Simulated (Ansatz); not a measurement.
# Si4C: the cost of one run

Method: DFT PBE, scalar-relativistic, plane waves, PAW, in Ansatz 0.2.0.

1 further run of the same task is left out (set aside as unsound or not needed).

### 1 The structure to begin with

Symmetry: P6_3/mmc, No. 194, hexagonal system. The conventional cell has a = 2.850 Å, b = 2.850 Å, c = 17.980 Å, α = 90.00°, β = 90.00°, γ = 120.00°. Si (site symmetry 3m) is surrounded by 3 C at 2.04 Å. Around Si (site symmetry 3m) lie 12 Si at 2.67 to 2.85 Å. C (site symmetry -6m2) has 6 Si at 2.04 Å as nearest neighbours.

Structure file:

```cif
data_structure
_symmetry_space_group_name_H-M 'P6_3/mmc'
_symmetry_Int_Tables_number 194
_cell_length_a 2.8505
_cell_length_b 2.8505
_cell_length_c 17.9798
_cell_angle_alpha 90.000
_cell_angle_beta 90.000
_cell_angle_gamma 120.000
_cell_volume 126.52
loop_
_atom_site_label
_atom_site_type_symbol
_atom_site_symmetry_multiplicity
_atom_site_Wyckoff_symbol
_atom_site_fract_x
_atom_site_fract_y
_atom_site_fract_z
_atom_site_occupancy
Si1 Si 4 f 0.33333 0.66667 0.81733 1
Si2 Si 4 f 0.33333 0.66667 0.05834 1
C1 C 2 c 0.33333 0.66667 0.25000 1
```

It is the end of an earlier relaxation with the same method, from a generated guess; it is a trial structure. At a tolerance of 0.05 Å it has space group P6_3/mmc (No. 194); it has 12.65 Å³/atom, an uncorrected energy of +0.65 eV/atom over the elements.

### 2 Electronic structure at the relaxed geometry

input.yaml reads:

```yaml
crystal:
  lattice:
    - [2.8504961598, 0.0, 0.0]
    - [-1.4252480799, 2.4686020878, 0.0]
    - [0.0, 0.0, 17.9797912688]
  atoms:
    - { symbol: Si, position: [0.3333333333, 0.6666666667, 0.8173283369] }
    - { symbol: Si, position: [0.3333333333, 0.6666666667, 0.0583399072] }
    - { symbol: Si, position: [0.3333333333, 0.6666666667, 0.4416600928] }
    - { symbol: Si, position: [0.3333333333, 0.6666666667, 0.6826716631] }
    - { symbol: Si, position: [0.6666666667, 0.3333333333, 0.9416600928] }
    - { symbol: Si, position: [0.6666666667, 0.3333333333, 0.1826716631] }
    - { symbol: Si, position: [0.6666666667, 0.3333333333, 0.3173283369] }
    - { symbol: Si, position: [0.6666666667, 0.3333333333, 0.5583399072] }
    - { symbol: C, position: [0.3333333333, 0.6666666667, 0.25] }
    - { symbol: C, position: [0.6666666667, 0.3333333333, 0.75] }
basis:
  ecutwfc: 420
kpoints:
  mp_grid: { grid: [18, 18, 2] }
  band_path:
    path:
      - [[0.0, 0.0, 0.0], [0.5, 0.0, 0.0], [0.33333333, 0.33333333, 0.0], [0.0, 0.0, 0.0], [0.0, 0.0, 0.5], [0.5, 0.0, 0.5], [0.33333333, 0.33333333, 0.5], [0.0, 0.0, 0.5]]
      - [[0.5, 0.0, 0.5], [0.5, 0.0, 0.0]]
      - [[0.33333333, 0.33333333, 0.5], [0.33333333, 0.33333333, 0.0]]
    npoints: 14
hamiltonian:
  xc: pbe
scf:
  occupations: { method: gaussian, width: 0.1 }
  n_extra_bands: 25
output:
  forces: true
  stress: true
  eigenvalues: true
  populations: true
  dos: { projected: true, de: 0.02, nscf_kmesh: { grid: [22, 22, 3] } }
  bader: true
  write_density: true
  write_potential: true
  elf: true
  volumetric_format: npy
```

Run with:

```
$ ansatz run input.yaml --threads 1 --pin off --max-ram 2560MiB --backend cpu --events-out ev --progress --plain --runs-dir out
```

**Question.** How long does this run take on 1 thread of Intel Xeon Platinum 8488C (Sapphire Rapids), shared host, and how much memory does it need?

About 1.9 min, with a peak of 0.75 GiB.
